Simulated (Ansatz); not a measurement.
# C₂H₈BGaSi: up Jacob's ladder to CCSD(T)

How much do the methods differ for C₂H₈BGaSi? The plan is to run it at one geometry with functionals of several rungs and with coupled cluster, and see how far each lands from CCSD(T) at the basis-set limit for the atomisation energy.

Computed with Ansatz 0.2.0, Gaussian basis. Level: functionals in def2-TZVPP, the program's frozen cores in correlated methods.

The runs, in order: PBE-D4, r2SCAN-D4, PBE0-D4, B3LYP-D4, ωB97X-V, ωB97M-V, B2PLYP; CCSD(T)/def2-TZVPP; MP2/def2-QZVPP; extrapolation to the limit.

## (1) The relaxed structure

The geometry comes from an earlier relaxation with PBE0-D4 in a triple-zeta def2 set; it is a stationary point, not always the lowest conformer.

SMILES `B/C=[CH]\[GaH][SiH3]`, 13 atoms, charge 0, spin multiplicity 1.

Atoms are counted from 1 here; the program's logs count them from 0.

Bond lengths: B1–C2 1.514 Å, B1–H6 1.193 Å, B1–H7 1.234 Å, C2–C3 1.354 Å, C2–H8 1.090 Å, C3–Ga4 1.988 Å, C3–H9 1.092 Å, Ga4–Si5 2.412 Å, Ga4–H10 1.573 Å, Si5–H11 1.492 Å, Si5–H12 1.490 Å, Si5–H13 1.490 Å. Angles: C2–B1–H6 128.6°, C2–B1–H7 116.6°, H6–B1–H7 114.8°, B1–C2–C3 115.4°, B1–C2–H8 123.5°, C3–C2–H8 121.1°, C2–C3–Ga4 113.4°, C2–C3–H9 120.0°, Ga4–C3–H9 126.6°, C3–Ga4–Si5 119.0°, C3–Ga4–H10 118.2°, Si5–Ga4–H10 122.3°, Ga4–Si5–H11 110.2°, Ga4–Si5–H12 111.5°, Ga4–Si5–H13 112.5°, H11–Si5–H12 107.3°, H11–Si5–H13 107.3°, H12–Si5–H13 107.8°.

## (2) PBE-D4 (GGA)

in.yaml reads:

```yaml
crystal:
  periodic: [false, false, false]
  atoms:
    - {symbol: B, position_ang: [-1.329606, -1.468341, 0.444873]}
    - {symbol: C, position_ang: [-0.379648, -1.258793, 1.605104]}
    - {symbol: C, position_ang: [0.797483, -0.667634, 1.292144]}
    - {symbol: Ga, position_ang: [0.938523, -0.155133, -0.623037]}
    - {symbol: Si, position_ang: [0.283417, 2.069263, -1.287877]}
    - {symbol: H, position_ang: [-2.387859, -2.019565, 0.438444]}
    - {symbol: H, position_ang: [-0.971439, -1.024267, -0.649223]}
    - {symbol: H, position_ang: [-0.594082, -1.582683, 2.623485]}
    - {symbol: H, position_ang: [1.552712, -0.512576, 2.065007]}
    - {symbol: H, position_ang: [1.665780, -1.145231, -1.605187]}
    - {symbol: H, position_ang: [1.433363, 3.009314, -1.143321]}
    - {symbol: H, position_ang: [-0.824579, 2.590272, -0.437969]}
    - {symbol: H, position_ang: [-0.163665, 2.130474, -2.707643]}
basis:
  gaussian: {orbitals: def2-TZVPP}
hamiltonian: {xc: pbe, dispersion: d4}
output: {forces: true, orbitals: {seedname: orbitals}}
```

The run is started by

```sh
$ ansatz run in.yaml --threads 2 --pin off --events-out ev --progress --plain --max-ram 32768MiB --backend cuda --devices 0, --max-vram 18GiB
```

Further steps of the session: r2SCAN-D4 (meta-GGA); PBE0-D4 (hybrid); B3LYP-D4 (hybrid); ωB97X-V (range-separated); ωB97M-V (range-separated); B2PLYP (double hybrid); CCSD(T) in def2-TZVPP; MP2 in def2-QZVPP.

Q: Predict the results of all the runs planned. Wanted: atomisation energy, CCSD(T)/CBS; farthest; mean size of error, hybrid; mean size of error, range-separated; gap, smallest and largest; T1 diagnostic; triples share of the correlation energy.

**Answer**, as computed:

| quantity | value |
| --- | --- |
| atomisation energy, CCSD(T)/CBS | 45.078 eV |
| functionals within 0.451 eV (1.0 %) | PBE-D4, r2SCAN-D4, PBE0-D4, B3LYP-D4, ωB97X-V, ωB97M-V |
| farthest | B2PLYP (-0.465 eV) |
| mean size of error, hybrid | 0.067 eV |
| mean size of error, range-separated | 0.142 eV |
| gap, smallest and largest | 2.81 eV (PBE-D4), 9.19 eV (ωB97X-V) |
| T1 diagnostic | 0.0135 |
| triples share of the correlation energy | 4.2 % |

In words: PBE-D4 misses by +0.436 eV. Double hybrids carry the basis error of their MP2 part in triple zeta, and no dispersion term here, so their miss is partly the set-up's. Misses under about 0.451 eV are within the doubt on the reference itself, which lacks core-valence correlation, relativity and higher excitations, and its outer-core shells are covered unevenly. Hartree-Fock recovers 76 % of the binding; the rest is correlation. The gap grows from 2.8 to 9.2 eV across the functionals, mostly with the share of exact exchange. Correlated methods include outer-core shells of Ga, which these sets cover unevenly.
